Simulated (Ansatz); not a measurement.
# C2H3FOSi: rotation by 120° about the O3–Si4 bond

How high is the barrier for the rotation by 120° about the O3–Si4 bond? Relax the two ends, then run a nudged elastic band between them. SMILES of the start: C#CO[SiH2]F.

Method: RKS LDA/def2-SVP, in Ansatz 0.2.0.

## 1. The starting structure

Bond lengths: C1–C2 1.197 Å, C2–O3 1.282 Å, O3–Si4 1.618 Å, Si4–F5 1.597 Å, C1–H6 1.046 Å, Si4–H7 1.451 Å, Si4–H8 1.451 Å. Angles: C1–C2–O3 179.7°, C2–C1–H6 177.1°, C2–O3–Si4 138.4°, O3–Si4–F5 99.6°, O3–Si4–H7 111.7°, O3–Si4–H8 111.7°, F5–Si4–H7 107.7°, F5–Si4–H8 107.7°, H7–Si4–H8 116.9°.

Coordinates:

```xyz
8

C    -0.8722    1.9250    1.1686
C    -0.7193    0.8798    0.6056
O    -0.5596   -0.2423    0.0064
Si    0.6353   -1.0829   -0.6895
F    -0.1825   -2.3746   -1.1500
H    -1.0569    2.8285    1.6614
H     1.6259   -1.5101    0.2812
H     1.1293   -0.4234   -1.8837
```

## 2. Relaxing end A

input.yaml reads:

```yaml
crystal:
  periodic: [false, false, false]
  atoms:
    - { symbol: C, position_ang: [-0.87219, 1.92498, 1.16864] }
    - { symbol: C, position_ang: [-0.71931, 0.87979, 0.60563] }
    - { symbol: O, position_ang: [-0.55957, -0.24231, 0.00642] }
    - { symbol: Si, position_ang: [0.63535, -1.0829, -0.68952] }
    - { symbol: F, position_ang: [-0.18246, -2.37459, -1.14997] }
    - { symbol: H, position_ang: [-1.05692, 2.82845, 1.66136] }
    - { symbol: H, position_ang: [1.62585, -1.51007, 0.28116] }
    - { symbol: H, position_ang: [1.12925, -0.42335, -1.88372] }
basis:
  gaussian: { orbitals: def2-SVP }
hamiltonian:
  xc: lda
relax:
  f_tol: 0.015
  max_steps: 40
```

On the command line:

```
ansatz run input.yaml --threads 1 --pin off --max-ram 2048MiB --backend cpu --events-out ev --progress --plain --runs-dir out
```

The program printed, shortened:

```text
Warning: RAYON_NUM_THREADS=1 ignored (pool sized by the plan → 1); use --threads N
[...]
Functional definition: SPW92
[...]
977 factors; their error is unknown
[...]
mean field -14673.11842917 eV, -539.2271564753 hartree, gradient 5.5e-5 eV, S^2 0.000000; 0 other end points of the search recorded, 0 dependent functions left out
[...]
reference -14673.11845915 eV, -539.2271575767 hartree; 23, 23 occupied and 66, 66 virtual orbitals, 977 factors
relax step   1: F+E_penalty+E_count = -14673.11842917 eV  Δ(F+E_penalty+E_count) = +0.000e0 eV  max|allowed force component| = 1.818e0 eV/Å  Δτ_max = 0.0000 Å  (25 SCF iters, accepted)
[...]
relax step   7: F+E_penalty+E_count = -14673.30632574 eV  Δ(F+E_penalty+E_count) = -1.569e-3 eV  max|allowed force component| = 6.646e-2 eV/Å  Δτ_max = 0.0429 Å  (28 SCF iters, accepted)
[...]
relax step   8: F+E_penalty+E_count = -14673.30656117 eV  Δ(F+E_penalty+E_count) = -2.354e-4 eV  max|allowed force component| = 5.793e-3 eV/Å  Δτ_max = 0.0174 Å  (28 SCF iters, accepted)
977 factors; their error is unknown
mean field -14673.30656117 eV, -539.2340701985 hartree, gradient 1.7e-5 eV, S^2 0.000000; 1 other end points of the search recorded, 0 dependent functions left out
[...]
reference -14673.30659078 eV, -539.2340712867 hartree; 23, 23 occupied and 66, 66 virtual orbitals, 977 factors
Total energy: -14673.30659078 eV, -539.2340712867 hartree
Atom 0 at    -0.782074     1.876071     1.121181 Å, force     0.000544     0.002607     0.001178 eV/Å
Atom 1 at    -0.788507     0.785852     0.575434 Å, force    -0.001229    -0.000845    -0.000135 eV/Å
Atom 2 at    -0.813165    -0.369413     0.001221 Å, force    -0.004128    -0.003424    -0.000622 eV/Å
Atom 3 at     0.557727    -1.084450    -0.672311 Å, force     0.005793     0.003015    -0.000232 eV/Å
Atom 4 at     0.016516    -2.481200    -1.249435 Å, force    -0.001066    -0.001750    -0.000487 eV/Å
Atom 5 at    -0.789788     2.842731     1.608150 Å, force     0.001677    -0.000223    -0.000494 eV/Å
Atom 6 at     1.553377    -1.339929     0.413536 Å, force    -0.000815     0.000181     0.000621 eV/Å
Atom 7 at     1.045913    -0.229662    -1.797776 Å, force    -0.000775     0.000439     0.000172 eV/Å
Dipole moment:     0.362330     0.050082    -0.057950 e Å
```

Run time: 14 s. Hardware: 1 thread of Intel Xeon Platinum 8488C (Sapphire Rapids), shared host; peak memory 0.16 GiB.

The steps of the relaxation:

```csv
step,energy from step 1 (eV),largest force component (eV/Å)
1,0.0000,1.8185
2,-0.1408,0.7051
3,-0.1659,0.2412
4,-0.1721,0.2449
5,-0.1792,0.1262
6,-0.1863,0.0688
7,-0.1879,0.0665
8,-0.1881,0.0058
```

Step 1 is the start.

After: Bond lengths: C1–C2 1.219 Å, C2–O3 1.290 Å, O3–Si4 1.686 Å, Si4–F5 1.605 Å, C1–H6 1.082 Å, Si4–H7 1.495 Å, Si4–H8 1.495 Å. Angles: C1–C2–O3 179.2°, C2–C1–H6 179.3°, C2–O3–Si4 122.8°, O3–Si4–F5 103.8°, O3–Si4–H7 108.9°, O3–Si4–H8 108.9°, F5–Si4–H7 109.7°, F5–Si4–H8 109.7°, H7–Si4–H8 115.3°.

## 3. Relaxing end B

The second end starts from a geometry with the move made by hand.

input.yaml reads:

```yaml
crystal:
  periodic: [false, false, false]
  atoms:
    - { symbol: C, position_ang: [-0.87219, 1.92498, 1.16864] }
    - { symbol: C, position_ang: [-0.71931, 0.87979, 0.60563] }
    - { symbol: O, position_ang: [-0.55957, -0.24231, 0.00642] }
    - { symbol: Si, position_ang: [0.63535, -1.0829, -0.68952] }
    - { symbol: F, position_ang: [1.61183, -1.24264, 0.56358] }
    - { symbol: H, position_ang: [-1.05692, 2.82845, 1.66136] }
    - { symbol: H, position_ang: [1.32934, -0.29719, -1.69293] }
    - { symbol: H, position_ang: [0.19885, -2.40976, -1.08192] }
basis:
  gaussian: { orbitals: def2-SVP }
hamiltonian:
  xc: lda
relax:
  f_tol: 0.015
  max_steps: 40
output:
  orbitals: {}
```

On the command line:

```
ansatz run input.yaml --threads 1 --pin off --max-ram 2048MiB --backend cpu --events-out ev --progress --plain --runs-dir out
```

The program printed:

```text
Warning: RAYON_NUM_THREADS=1 ignored (pool sized by the plan → 1); use --threads N
The last accepted step is kept in <dir> (removed where the run ends without a failure and the disk answers)
Engine: ansatz 0.2.0, x86_64-unknown-linux-gnu
[... 1 set-up line as earlier in the session ...]
  exchange = slater_x
  correlation = pw_c
977 factors; their error is unknown
mean field evaluation 1: about -14665.3846 eV, gradient 5.9e1 eV
mean field evaluation 2: about -14650.6341 eV, gradient 9.8e1 eV
mean field evaluation 4: about -14672.6499 eV, gradient 1.5e1 eV
mean field evaluation 8: about -14673.1375 eV, gradient 2.2e-1 eV
mean field evaluation 16: about -14673.0840 eV, gradient 6.8e-5 eV
mean field -14673.08396902 eV, -539.2258900880 hartree, gradient 6.8e-5 eV, S^2 0.000000; 0 other end points of the search recorded, 0 dependent functions left out
the calculation of the forces begins
reference -14673.08399903 eV, -539.2258911908 hartree; 23, 23 occupied and 66, 66 virtual orbitals, 977 factors
relax step   1: F+E_penalty+E_count = -14673.08396902 eV  Δ(F+E_penalty+E_count) = +0.000e0 eV  max|allowed force component| = 1.877e0 eV/Å  Δτ_max = 0.0000 Å  (26 SCF iters, accepted)
these checks for a lower state are left out or cut short: starts, cluster_reference, orbital_swaps, neighbouring_geometries, increment
977 factors; their error is unknown
mean field -14673.27202601 eV, -539.2328010547 hartree, gradient 1.7e-5 eV, S^2 0.000000; 0 other end points of the search recorded, 0 dependent functions left out
the calculation of the forces begins
reference -14673.27205618 eV, -539.2328021637 hartree; 23, 23 occupied and 66, 66 virtual orbitals, 977 factors
relax step   2: F+E_penalty+E_count = -14673.27202601 eV  Δ(F+E_penalty+E_count) = -1.881e-1 eV  max|allowed force component| = 1.123e0 eV/Å  Δτ_max = 0.0888 Å  (29 SCF iters, accepted)
these checks for a lower state are left out or cut short: starts, cluster_reference, orbital_swaps, neighbouring_geometries, increment
977 factors; their error is unknown
mean field -14673.32786402 eV, -539.2348530638 hartree, gradient 1.9e-5 eV, S^2 0.000000; 0 other end points of the search recorded, 0 dependent functions left out
the calculation of the forces begins
reference -14673.32789421 eV, -539.2348541735 hartree; 23, 23 occupied and 66, 66 virtual orbitals, 977 factors
relax step   3: F+E_penalty+E_count = -14673.32786402 eV  Δ(F+E_penalty+E_count) = -5.584e-2 eV  max|allowed force component| = 3.332e-1 eV/Å  Δτ_max = 0.1087 Å  (29 SCF iters, accepted)
these checks for a lower state are left out or cut short: starts, cluster_reference, orbital_swaps, neighbouring_geometries, increment
977 factors; their error is unknown
mean field evaluation 32: about -14673.3517 eV, gradient 4.8e0 eV
mean field -14673.34281616 eV, -539.2354025447 hartree, gradient 1.5e-5 eV, S^2 0.000000; 0 other end points of the search recorded, 0 dependent functions left out
the calculation of the forces begins
reference -14673.34284632 eV, -539.2354036534 hartree; 23, 23 occupied and 66, 66 virtual orbitals, 977 factors
relax step   4: F+E_penalty+E_count = -14673.34281616 eV  Δ(F+E_penalty+E_count) = -1.495e-2 eV  max|allowed force component| = 2.689e-1 eV/Å  Δτ_max = 0.0784 Å  (28 SCF iters, accepted)
these checks for a lower state are left out or cut short: starts, cluster_reference, orbital_swaps, neighbouring_geometries, increment
977 factors; their error is unknown
mean field -14673.35539198 eV, -539.2358646977 hartree, gradient 2.2e-5 eV, S^2 0.000000; 0 other end points of the search recorded, 0 dependent functions left out
the calculation of the forces begins
reference -14673.35542207 eV, -539.2358658036 hartree; 23, 23 occupied and 66, 66 virtual orbitals, 977 factors
relax step   5: F+E_penalty+E_count = -14673.35539198 eV  Δ(F+E_penalty+E_count) = -1.258e-2 eV  max|allowed force component| = 1.395e-1 eV/Å  Δτ_max = 0.1534 Å  (29 SCF iters, accepted)
these checks for a lower state are left out or cut short: starts, cluster_reference, orbital_swaps, neighbouring_geometries, increment
977 factors; their error is unknown
mean field -14673.36029248 eV, -539.2360447879 hartree, gradient 1.7e-5 eV, S^2 0.000000; 0 other end points of the search recorded, 0 dependent functions left out
the calculation of the forces begins
reference -14673.36032242 eV, -539.2360458882 hartree; 23, 23 occupied and 66, 66 virtual orbitals, 977 factors
relax step   6: F+E_penalty+E_count = -14673.36029248 eV  Δ(F+E_penalty+E_count) = -4.901e-3 eV  max|allowed force component| = 1.095e-1 eV/Å  Δτ_max = 0.0815 Å  (27 SCF iters, accepted)
these checks for a lower state are left out or cut short: starts, cluster_reference, orbital_swaps, neighbouring_geometries, increment
977 factors; their error is unknown
mean field -14673.36070720 eV, -539.2360600286 hartree, gradient 1.6e-5 eV, S^2 0.000000; 0 other end points of the search recorded, 0 dependent functions left out
the calculation of the forces begins
reference -14673.36073714 eV, -539.2360611289 hartree; 23, 23 occupied and 66, 66 virtual orbitals, 977 factors
relax step   7: F+E_penalty+E_count = -14673.36070720 eV  Δ(F+E_penalty+E_count) = -4.147e-4 eV  max|allowed force component| = 1.022e-2 eV/Å  Δτ_max = 0.0173 Å  (29 SCF iters, accepted)
977 factors; their error is unknown
mean field evaluation 64: about -14672.1134 eV, gradient 2.2e1 eV
mean field -14673.36070720 eV, -539.2360600286 hartree, gradient 1.5e-5 eV, S^2 0.000000; 1 other end points of the search recorded, 0 dependent functions left out
the calculation of the forces begins
reference -14673.36073714 eV, -539.2360611289 hartree; 23, 23 occupied and 66, 66 virtual orbitals, 977 factors
Total energy: -14673.36073714 eV, -539.2360611289 hartree
Atom 0 at    -0.872937     1.922876     1.073188 Å, force    -0.000047    -0.007636    -0.003487 eV/Å
Atom 1 at    -0.757729     0.791956     0.634009 Å, force    -0.002391     0.001980     0.001021 eV/Å
Atom 2 at    -0.672222    -0.412242     0.176289 Å, force     0.003132     0.010219     0.006904 eV/Å
Atom 3 at     0.669110    -1.070762    -0.595890 Å, force     0.001409    -0.002492     0.001396 eV/Å
Atom 4 at     1.779616    -1.431153     0.512631 Å, force    -0.001819    -0.001717    -0.002806 eV/Å
Atom 5 at    -0.974184     2.925660     1.467913 Å, force    -0.000481     0.000378    -0.001498 eV/Å
Atom 6 at     1.238280    -0.040304    -1.516860 Å, force    -0.000072     0.002501     0.001392 eV/Å
Atom 7 at     0.157448    -2.327611    -1.210019 Å, force     0.000267    -0.003233    -0.002922 eV/Å
Dipole moment:     0.092447    -0.085762    -0.330277 e Å
```

Run time: 11 s. Hardware: 1 thread of Intel Xeon Platinum 8488C (Sapphire Rapids), shared host; peak memory 0.16 GiB.

The steps of the relaxation:

```csv
step,energy from step 1 (eV),largest force component (eV/Å)
1,0.0000,1.8768
2,-0.1881,1.1233
3,-0.2439,0.3332
4,-0.2588,0.2689
5,-0.2714,0.1395
6,-0.2763,0.1095
7,-0.2767,0.0102
```

Step 1 is the start.

After: Bond lengths: C1–C2 1.219 Å, C2–O3 1.291 Å, O3–Si4 1.682 Å, Si4–F5 1.610 Å, C1–H6 1.082 Å, Si4–H7 1.495 Å, Si4–H8 1.490 Å. Angles: C1–C2–O3 178.3°, C2–C1–H6 179.7°, C2–O3–Si4 125.5°, O3–Si4–F5 108.8°, O3–Si4–H7 108.5°, O3–Si4–H8 104.2°, F5–Si4–H7 108.4°, F5–Si4–H8 109.4°, H7–Si4–H8 117.3°.

## 4. The band

crystal.atoms is end A as relaxed above, and neb.final_atoms is end B, turned to lie on A. With 7 inner images the band has 9 in all. The start path is listed, through a guess of the saddle.

input.yaml reads:

```yaml
crystal:
  periodic: [false, false, false]
  atoms:
    - { symbol: C, position_ang: [-0.782074, 1.876071, 1.121181] }
    - { symbol: C, position_ang: [-0.788507, 0.785852, 0.575434] }
    - { symbol: O, position_ang: [-0.813165, -0.369413, 0.001221] }
    - { symbol: Si, position_ang: [0.557727, -1.08445, -0.672311] }
    - { symbol: F, position_ang: [0.016516, -2.4812, -1.249435] }
    - { symbol: H, position_ang: [-0.789788, 2.842731, 1.60815] }
    - { symbol: H, position_ang: [1.553377, -1.339929, 0.413536] }
    - { symbol: H, position_ang: [1.045913, -0.229662, -1.797776] }
basis:
  gaussian: { orbitals: def2-SVP }
hamiltonian:
  xc: lda
neb:
  order_check: false
  images: 7
  f_tol: 0.05
  max_iterations: 60
  final_atoms:
    - { symbol: C, position_ang: [-0.92967541, 1.69065459, 1.30633593] }
    - { symbol: C, position_ang: [-0.56233787, 1.06974316, 0.32416321] }
    - { symbol: O, position_ang: [-0.18327533, 0.44124941, -0.73801336] }
    - { symbol: Si, position_ang: [0.62044368, -1.03605284, -0.76436351] }
    - { symbol: F, position_ang: [-0.4422836, -2.20900127, -0.46986943] }
    - { symbol: H, position_ang: [-1.26062338, 2.24030304, 2.17811259] }
    - { symbol: H, position_ang: [1.64142309, -1.0388996, 0.32723022] }
    - { symbol: H, position_ang: [1.11632781, -1.1579965, -2.16359563] }
  initial_path:
    images:
      - { positions_ang: [[-0.782074, 1.876071, 1.121181], [-0.788507, 0.785852, 0.575434], [-0.813165, -0.369413, 0.001221], [0.557727, -1.08445, -0.672311], [0.016516, -2.4812, -1.249435], [-0.789788, 2.842731, 1.60815], [1.553377, -1.339929, 0.413536], [1.045913, -0.229662, -1.797776]] }
      - { positions_ang: [[-0.81085555, 1.8597013, 1.16525439], [-0.76152976, 0.83542603, 0.546354], [-0.72352562, -0.25259417, -0.10890311], [0.58079615, -1.07295152, -0.69597154], [-0.05961877, -2.4435192, -1.12653755], [-0.87390731, 2.76940894, 1.70633357], [1.56720572, -1.30020582, 0.38840943], [1.08143416, -0.39526556, -1.87493918]] }
      - { positions_ang: [[-0.83963711, 1.8433316, 1.20932777], [-0.73455253, 0.88500006, 0.517274], [-0.63388624, -0.13577534, -0.21902723], [0.6038653, -1.06145304, -0.71963208], [-0.13575355, -2.4058384, -1.0036401], [-0.95802663, 2.69608689, 1.80451714], [1.58103444, -1.26048265, 0.36328287], [1.11695532, -0.56086912, -1.95210236]] }
      - { positions_ang: [[-0.86841866, 1.8269619, 1.25340116], [-0.70757529, 0.9345741, 0.488194], [-0.54424687, -0.01895651, -0.32915134], [0.62693445, -1.04995457, -0.74329263], [-0.21188832, -2.3681576, -0.88074265], [-1.04214594, 2.62276483, 1.9027007], [1.59486316, -1.22075947, 0.3381563], [1.15247648, -0.72647268, -2.02926554]] }
      - { positions_ang: [[-0.89720022, 1.8105922, 1.29747454], [-0.68059806, 0.98414813, 0.459114], [-0.45460749, 0.09786232, -0.43927546], [0.65000359, -1.03845609, -0.76695317], [-0.2880231, -2.3304768, -0.7578452], [-1.12626526, 2.54944277, 2.00088427], [1.60869188, -1.18103629, 0.31302973], [1.18799764, -0.89207624, -2.10642871]] }
      - { positions_ang: [[-0.90531901, 1.7806078, 1.29968989], [-0.65103301, 1.00554689, 0.4253763], [-0.38677445, 0.18370909, -0.51395994], [0.64261362, -1.03785528, -0.76630575], [-0.32658822, -2.30010791, -0.68585126], [-1.15985479, 2.47215784, 2.04519135], [1.61687468, -1.14550212, 0.31657985], [1.17008018, -0.95855631, -2.12072044]] }
      - { positions_ang: [[-0.91343781, 1.7506234, 1.30190523], [-0.62146797, 1.02694564, 0.3916386], [-0.31894141, 0.26955587, -0.58864441], [0.63522364, -1.03725446, -0.76565834], [-0.36515335, -2.26973903, -0.61385732], [-1.19344432, 2.39487291, 2.08949843], [1.62505749, -1.10996795, 0.32012997], [1.15216272, -1.02503637, -2.13501217]] }
      - { positions_ang: [[-0.92155661, 1.720639, 1.30412058], [-0.59190292, 1.0483444, 0.3579009], [-0.25110837, 0.35540264, -0.66332889], [0.62783366, -1.03665365, -0.76501093], [-0.40371847, -2.23937015, -0.54186337], [-1.22703385, 2.31758798, 2.13380551], [1.63324029, -1.07443377, 0.32368009], [1.13424527, -1.09151643, -2.1493039]] }
      - { positions_ang: [[-0.92967541, 1.69065459, 1.30633593], [-0.56233787, 1.06974316, 0.32416321], [-0.18327533, 0.44124941, -0.73801336], [0.62044368, -1.03605284, -0.76436351], [-0.4422836, -2.20900127, -0.46986943], [-1.26062338, 2.24030304, 2.17811259], [1.64142309, -1.0388996, 0.32723022], [1.11632781, -1.1579965, -2.16359563]] }
```

On the command line:

```
ansatz run input.yaml --threads 1 --pin off --max-ram 2048MiB --backend cpu --events-out ev --progress --plain --runs-dir out
```

The program printed, shortened:

```text
Warning: RAYON_NUM_THREADS=1 ignored (pool sized by the plan → 1); use --threads N
[...]
[... 1 set-up line as earlier in the session ...]
[...]
977 factors; their error is unknown
[...]
mean field -14673.30656053 eV, -539.2340701752 hartree, gradient 8.2e-5 eV, S^2 0.000000; 0 other end points of the search recorded, 0 dependent functions left out
[...]
reference -14673.30659021 eV, -539.2340712657 hartree; 23, 23 occupied and 66, 66 virtual orbitals, 977 factors
977 factors; their error is unknown
[...]
mean field -14673.36071638 eV, -539.2360603660 hartree, gradient 4.3e-5 eV, S^2 0.000000; 0 other end points of the search recorded, 0 dependent functions left out
[...]
reference -14673.36074635 eV, -539.2360614672 hartree; 23, 23 occupied and 66, 66 virtual orbitals, 977 factors
NEB end point (image 0): max|allowed force component| = 5.795e-3 eV/Å (the criterion of neb.relax_end_points is 1.000e-2)
[...]
NEB iter   9: max|band force component| = 3.719e-2 eV/Å  barrier→ = 0.0004 eV  barrier← = 0.0546 eV  CI = image 1  Δτ_max = 0.0000 Å  (389 SCF iters)
Total energy: -14673.30619082 eV, -539.2340565885 hartree
Atom 0 at    -0.785990     1.863236     1.163410 Å, force     0.018974    -0.000324     0.005501 eV/Å
Atom 1 at    -0.785320     0.817052     0.537522 Å, force    -0.037262    -0.006296     0.001809 eV/Å
Atom 2 at    -0.817375    -0.290213    -0.123805 Å, force     0.021518     0.000783    -0.000127 eV/Å
Atom 3 at     0.558994    -1.079387    -0.693905 Å, force    -0.003100     0.005295    -0.015671 eV/Å
Atom 4 at     0.013748    -2.516472    -1.157660 Å, force     0.000978    -0.003948     0.007697 eV/Å
Atom 5 at    -0.793022     2.788442     1.725139 Å, force     0.001061     0.002336    -0.004557 eV/Å
Atom 6 at     1.524363    -1.232415     0.437791 Å, force    -0.004229    -0.002159     0.003121 eV/Å
Atom 7 at     1.084601    -0.350244    -1.888491 Å, force     0.002059     0.004313     0.002227 eV/Å
Dipole moment:     0.365598     0.042247    -0.056130 e Å
this run last wrote the band of iteration 9 to <dir>
```

Run time: 1.7 min. Hardware: 1 thread of Intel Xeon Platinum 8488C (Sapphire Rapids), shared host; peak memory 0.13 GiB.

[end of part 1 of 2]
